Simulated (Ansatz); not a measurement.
**Ag (diamond type): a single-point run**

Wanted: a converged single-point run for Ag (diamond type), and a check of what comes out. The structure is shown as the input types it.

Computed with Ansatz 0.2.0 (DFT, PBEsol, all-electron PAW with datasets made for the crystal, scalar-relativistic, unless a step's input says otherwise).

## Step 1: Starting point

The structure is cubic, space group Fd-3m (No. 227). Conventional cell: a = 5.628 Å, b = 5.628 Å, c = 5.628 Å, α = 90.00°, β = 90.00°, γ = 90.00°. Ag (site symmetry -43m) is surrounded by 4 Ag at 2.44 Å.

As a file:

```
Ag
1.0
     0.00000    2.81409    2.81409
     2.81409    0.00000    2.81409
     2.81409    2.81409    0.00000
Ag
2
Direct
  0.87500 0.87500 0.87500
  0.12500 0.12500 0.12500
```

## Step 2: The run

File input.yaml:

```yaml
crystal:
  lattice:
    - [0.0, 2.81408717, 2.81408717]
    - [2.81408717, 0.0, 2.81408717]
    - [2.81408717, 2.81408717, 0.0]
  atoms:
    - { symbol: Ag, position: [-0.125, -0.125, -0.125] }
    - { symbol: Ag, position: [0.125, 0.125, 0.125] }
kpoints:
  mp_grid: { grid: [9, 9, 9] }
scf:
  occupations: { method: fermi_dirac, width: 0.05 }
  max_iter: 50
hamiltonian:
  xc: pbesol
  pseudopotentials: { kind: all_electron, datasets: crystal }
output:
  forces: true
  stress: true
  eigenvalues: true
  efg: { contact_densities: true }
magnetization:
  spin_polarized: true
  initial_magnetization: 7
```

The run is started by

```sh
$ ansatz run input.yaml --threads 1 --pin off --max-ram 2048MiB --backend cpu --events-out ev --progress --plain --runs-dir out
```

**Question.** How will this run end, and is anything wrong with its input?

The program finished normally, with warnings (crystal datasets made, gradients without spin orbit, seeded moment not kept). It gives a pressure of 16 GPa, which is large; a structure far from rest gives such values too, whatever the setting.

In the input, magnetization.spin_polarized is true; magnetization.initial_magnetization is 7. The risk: unrealistic starting moment. The run ends with a total moment of 0.00 μB. The run converged, but that does not make its result sound.

To check: delete magnetization.spin_polarized and magnetization.initial_magnetization (the default then holds).
